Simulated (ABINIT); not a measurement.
# Sb (P4_332) in ABINIT: single point with LDA-PZ

Aim: the single point of Sb with LDA-PZ.

Everything below comes from runs of ABINIT 10.8.3 (patched build). Logs are shortened: lines on timing, memory, paths and dates and some standing lists are left out, and cuts for length are marked. The log counts tension as positive stress, the text compression.

### Step 1. The structure

It takes space group P4_332 (No. 212, cubic). The conventional cell has a = 5.112 Å, b = 5.112 Å, c = 5.112 Å, α = 90.00°, β = 90.00°, γ = 90.00°. Around Sb (site symmetry 32) lie 6 Sb at 3.13 Å.

The cell was built by a generator and needn't be a form met in nature.

### Step 2. Single point, LDA-PZ

run.abi

```
# Pseudopotentials
pp_dirpath "./"
pseudos "Sb.LDA_PW-JTH.xml"

# Structure
acell 3*1.0
rprim
     9.6599586956     0.0000000000     0.0000000000
     0.0000000000     9.6599586956     0.0000000000
     0.0000000000     0.0000000000     9.6599586956
ntypat 1
znucl 51
natom 4
typat 1 1 1 1
xred
     0.6250000000     0.6250000000     0.6250000000
     0.8750000000     0.3750000000     0.1250000000
     0.1250000000     0.8750000000     0.3750000000
     0.3750000000     0.1250000000     0.8750000000

# Plane-wave basis
ecut 8.0
pawecutdg 16.0

# k points
kptopt 1
ngkpt 4 4 4
nshiftk 1
shiftk 0.0 0.0 0.0

# Exchange and correlation
ixc 2

# Bands and occupations
nband 36
occopt 3
tsmear 0.00183747

# SCF cycle
nstep 100
tolvrs 1.0e-9

# Output
iomode 3
prtwf 0
prtden 0
prteig 0
prtebands 0
```

Potentials or basis: JTH PAW LDA v2.0.

The run is started by

```
abinit run.abi > log 2>&1
```

run.abo:

```text
.Version 10.8.3 of ABINIT
 Symmetries : space group P4_3 3 2 (#212); Bravais cP (primitive cubic)
================================================================================
 Values of the parameters that define the memory need of the present run
     intxc =       0    ionmov =       0      iscf =      17    lmnmax =      18
     lnmax =       6     mgfft =      27  mpssoang =       3    mqgrid =    3001
     natom =       4  nloc_mem =       2    nspden =       1   nspinor =       1
    nsppol =       1      nsym =      24    n1xccc =       1    ntypat =       1
    occopt =       3   xclevel =       1
       mpw =         988          nfft =       19683          nkpt =          10
 PAW method is used; the additional fine FFT grid is defined by:
   mgfftf=        36    nfftf =     46656
================================================================================
================================================================================

--------------------------------------------------------------------------------
------------- Echo of variables that govern the present computation ------------
--------------------------------------------------------------------------------
 -outvars: echo values of preprocessed input variables --------
            acell      1.0000000000E+00  1.0000000000E+00  1.0000000000E+00 Bohr
              amu      1.21753000E+02
             ecut      8.00000000E+00 Hartree
              ixc           2
         kptrlatt        4    0    0      0    4    0      0    0    4
          kptrlen      3.86398348E+01
            natom           4
            nband          36
            ngfft          27      27      27
          ngfftdg          36      36      36
             nkpt          10
            nstep         100
             nsym          24
           ntypat           1
           occopt           3
        pawecutdg      1.60000000E+01 Hartree
           prtden           0
        prtebands           0
           prteig           0
            prtwf           0
            rprim      9.6599586956E+00  0.0000000000E+00  0.0000000000E+00
                       0.0000000000E+00  9.6599586956E+00  0.0000000000E+00
                       0.0000000000E+00  0.0000000000E+00  9.6599586956E+00
          spgroup         212
           tolvrs      1.00000000E-09
           tsmear      1.83747000E-03 Hartree
            typat      1  1  1  1
           useylm           1
           xangst      3.1948937478E+00  3.1948937478E+00  3.1948937478E+00
                       4.4728512469E+00  1.9169362487E+00  6.3897874956E-01
                       6.3897874956E-01  4.4728512469E+00  1.9169362487E+00
                       1.9169362487E+00  6.3897874956E-01  4.4728512469E+00
            xcart      6.0374741847E+00  6.0374741847E+00  6.0374741847E+00
                       8.4524638587E+00  3.6224845109E+00  1.2074948370E+00
                       1.2074948370E+00  8.4524638587E+00  3.6224845109E+00
                       3.6224845109E+00  1.2074948370E+00  8.4524638587E+00
             xred      6.2500000000E-01  6.2500000000E-01  6.2500000000E-01
                       8.7500000000E-01  3.7500000000E-01  1.2500000000E-01
                       1.2500000000E-01  8.7500000000E-01  3.7500000000E-01
                       3.7500000000E-01  1.2500000000E-01  8.7500000000E-01
            znucl       51.00000

================================================================================

 chkinp: Checking input parameters for consistency.

================================================================================
== DATASET  1 ==================================================================

--- !DatasetInfo
iteration_state: {dtset: 1, }
dimensions: {natom: 4, nkpt: 10, mband: 36, nsppol: 1, nspinor: 1, nspden: 1, mpw: 988, }
cutoff_energies: {ecut:   8.0, pawecutdg:  16.0, }
electrons: {nelect:   6.00000000E+01, charge:   0.00000000E+00, occopt:   3.00000000E+00, tsmear:   1.83747000E-03, }
meta: {optdriver: 0, ionmov: 0, optcell: 0, iscf: 17, paral_kgb: 0, }
...

 Exchange-correlation functional for the present dataset will be:
  LDA: Perdew-Zunger-Ceperley-Alder - ixc=2
  J.P.Perdew and A.Zunger, PRB 23, 5048 (1981)

 Real(R)+Recip(G) space primitive vectors, cartesian coordinates (Bohr,Bohr^-1):
 R(1)=  9.6599587  0.0000000  0.0000000  G(1)=  0.1035201  0.0000000  0.0000000
 R(2)=  0.0000000  9.6599587  0.0000000  G(2)=  0.0000000  0.1035201  0.0000000
 R(3)=  0.0000000  0.0000000  9.6599587  G(3)=  0.0000000  0.0000000  0.1035201
 Unit cell volume ucvol=  9.0141713E+02 bohr^3
[... 77 lines left out ...]
- [ -2.99430885E-31,  -2.58599401E-31,   1.36104948E-32, ]
- [  2.72209896E-32,  -4.08314844E-32,   2.31378411E-31, ]
- [  2.44988906E-31,   6.66914245E-31,  -3.13041380E-31, ]
force_length_stats: {min:   2.36525182E-31, max:   7.76394925E-31, mean:   4.45879363E-31, }
...

 Integrated electronic density in atomic spheres:
 ------------------------------------------------
 Atom  Sphere_radius  Integrated_density
    1        2.40089         12.41077408
    2        2.40089         12.41077408
    3        2.40089         12.41077408
    4        2.40089         12.41077408

================================================================================

 ----iterations are completed or convergence reached----

 Mean square residual over all n,k,spin=   61.867E-09; max=  21.292E-06
 reduced coordinates (array xred) for    4 atoms
       0.625000000000      0.625000000000      0.625000000000
       0.875000000000      0.375000000000      0.125000000000
       0.125000000000      0.875000000000      0.375000000000
       0.375000000000      0.125000000000      0.875000000000
 rms dE/dt=  2.8239E-30; max dE/dt=  3.1554E-30; dE/dt below (all hartree)
    1      -0.000000000000      0.000000000000     -0.000000000000
    2       0.000000000000      0.000000000000     -0.000000000000
    3      -0.000000000000      0.000000000000     -0.000000000000
    4      -0.000000000000     -0.000000000000      0.000000000000

 cartesian coordinates (angstrom) at end:
    1      3.19489374781742     3.19489374781742     3.19489374781742
    2      4.47285124694438     1.91693624869045     0.63897874956348
    3      0.63897874956348     4.47285124694438     1.91693624869045
    4      1.91693624869045     0.63897874956348     4.47285124694438

 cartesian forces (hartree/bohr) at end:
    1      0.00000000000000    -0.00000000000000     0.00000000000000
    2     -0.00000000000000    -0.00000000000000     0.00000000000000
    3      0.00000000000000    -0.00000000000000     0.00000000000000
    4      0.00000000000000     0.00000000000000    -0.00000000000000
 frms,max,avg= 2.8223323E-31 6.6691424E-31   0.000E+00  0.000E+00  0.000E+00 h/b

 cartesian forces (eV/Angstrom) at end:
    1      0.00000000000000    -0.00000000000000     0.00000000000000
    2     -0.00000000000000    -0.00000000000000     0.00000000000000
    3      0.00000000000000    -0.00000000000000     0.00000000000000
    4      0.00000000000000     0.00000000000000    -0.00000000000000
 frms,max,avg= 1.4513016E-29 3.4294109E-29   0.000E+00  0.000E+00  0.000E+00 e/A
 length scales=  1.000000000000  1.000000000000  1.000000000000 bohr
              =  0.529177210544  0.529177210544  0.529177210544 angstroms
 Fermi (or HOMO) energy (hartree) =   0.20439   Average Vxc (hartree)=  -0.32952
 Eigenvalues (hartree) for nkpt=  10  k points:
 kpt#   1, nband= 36, wtk=  0.01563, kpt=  0.0000  0.0000  0.0000 (reduced coord)
  -0.85599   -0.85599   -0.85599   -0.85371   -0.85371   -0.85371   -0.85362   -0.85353
  -0.85353   -0.85353   -0.85289   -0.85289   -0.85152   -0.85152   -0.85152   -0.85096
  -0.85096   -0.85096   -0.85074   -0.85074   -0.24133   -0.09820   -0.09820   -0.09820
   0.10751    0.10751    0.10751    0.13561    0.13561    0.13561    0.22419    0.22419
   0.26636    0.26636    0.26636    0.37277
      occupation numbers for kpt#   1
   2.00000    2.00000    2.00000    2.00000    2.00000    2.00000    2.00000    2.00000
   2.00000    2.00000    2.00000    2.00000    2.00000    2.00000    2.00000    2.00000
   2.00000    2.00000    2.00000    2.00000    2.00000    2.00000    2.00000    2.00000
   2.00000    2.00000    2.00000    2.00000    2.00000    2.00000    0.00004    0.00004
   0.00000    0.00000    0.00000    0.00000
 prteigrs : prtvol=0 or 1, do not print more k-points.

--- !EnergyTerms
iteration_state     : {dtset: 1, }
comment             : Components of total free energy in Hartree
kinetic             :  1.62736472123522E+01
hartree             :  1.02077626410246E+02
xc                  : -9.35609424591624E+00
Ewald energy        : -2.06335516004498E+02
psp_core            :  6.30116204602900E+00
local_psp           : -3.06157996926987E+02
PAW spherical_terms :  6.61506388586301E+01
internal            : -3.31046532650143E+02
'-kT*entropy'       : -1.42165015700953E-03
total_energy        : -3.31047954300300E+02
total_energy_eV     : -9.00827375040734E+03
...

--- !EnergyTermsDC
iteration_state     : {dtset: 1, }
comment             : '"Double-counting" decomposition of free energy'
band_energy         : -3.38089123238157E+01
Ewald energy        : -2.06335516004498E+02
psp_core            :  6.30116204602900E+00
xc_dc               : -1.00803839869004E+02
PAW spherical_terms :  3.60056669679941E+00
internal            : -3.31046539454489E+02
'-kT*entropy'       : -1.42165015700953E-03
total_energy_dc     : -3.31047961104646E+02
total_energy_dc_eV  : -9.00827393556301E+03
...

--- !EnergyTermsWithPAWCore
iteration_state     : {dtset: 1, }
comment             : 'Components of total free energy, including PAW core contributions'
Total energy        : -2.59044760480243E+04
Total energy DC     : -2.59044760548286E+04
Total energy (eV)   : -7.04896703242552E+05
Total energy DC (eV): -7.04896703427707E+05
...

 Cartesian components of stress tensor (hartree/bohr^3)
  sigma(1 1)=  1.43755013E-04  sigma(3 2)=  0.00000000E+00
  sigma(2 2)=  1.43755013E-04  sigma(3 1)=  0.00000000E+00
  sigma(3 3)=  1.43755013E-04  sigma(2 1)=  0.00000000E+00

-Cartesian components of stress tensor (GPa)         [Pressure= -4.2294E+00 GPa]
- sigma(1 1)=  4.22941851E+00  sigma(3 2)=  0.00000000E+00
- sigma(2 2)=  4.22941851E+00  sigma(3 1)=  0.00000000E+00
- sigma(3 3)=  4.22941851E+00  sigma(2 1)=  0.00000000E+00

== END DATASET(S) ==============================================================
================================================================================

 -outvars: echo values of variables after computation  --------
            acell      1.0000000000E+00  1.0000000000E+00  1.0000000000E+00 Bohr
           etotal     -3.3104796110E+02
            fcart      2.7220989588E-32 -3.6748335944E-31  6.8052473970E-32
                      -2.9943088547E-31 -2.5859940109E-31  1.3610494794E-32
                       2.7220989588E-32 -4.0831484382E-32  2.3137841150E-31
                       2.4498890629E-31  6.6691424491E-31 -3.1304138026E-31
            rprim      9.6599586956E+00  0.0000000000E+00  0.0000000000E+00
                       0.0000000000E+00  9.6599586956E+00  0.0000000000E+00
                       0.0000000000E+00  0.0000000000E+00  9.6599586956E+00
           strten      1.4375501321E-04  1.4375501321E-04  1.4375501321E-04
                       0.0000000000E+00  0.0000000000E+00  0.0000000000E+00
           xangst      3.1948937478E+00  3.1948937478E+00  3.1948937478E+00
                       4.4728512469E+00  1.9169362487E+00  6.3897874956E-01
                       6.3897874956E-01  4.4728512469E+00  1.9169362487E+00
                       1.9169362487E+00  6.3897874956E-01  4.4728512469E+00
             xred      6.2500000000E-01  6.2500000000E-01  6.2500000000E-01
                       8.7500000000E-01  3.7500000000E-01  1.2500000000E-01
                       1.2500000000E-01  8.7500000000E-01  3.7500000000E-01
                       3.7500000000E-01  1.2500000000E-01  8.7500000000E-01
 Calculation completed.
```

Run time: 11 s. Hardware: 1 thread of Arm Neoverse V1, shared host; peak memory 0.07 GiB.

Results:

- Free energy: -9008.2739 eV
- Band gap on the k mesh: none (metal or under the smearing width)
- Valence electrons inside the program's atomic spheres: Sb 12.41 (radii [1.2705] Å)

Caveat: the cutoff is too short for stress, so the log's stress isn't used.
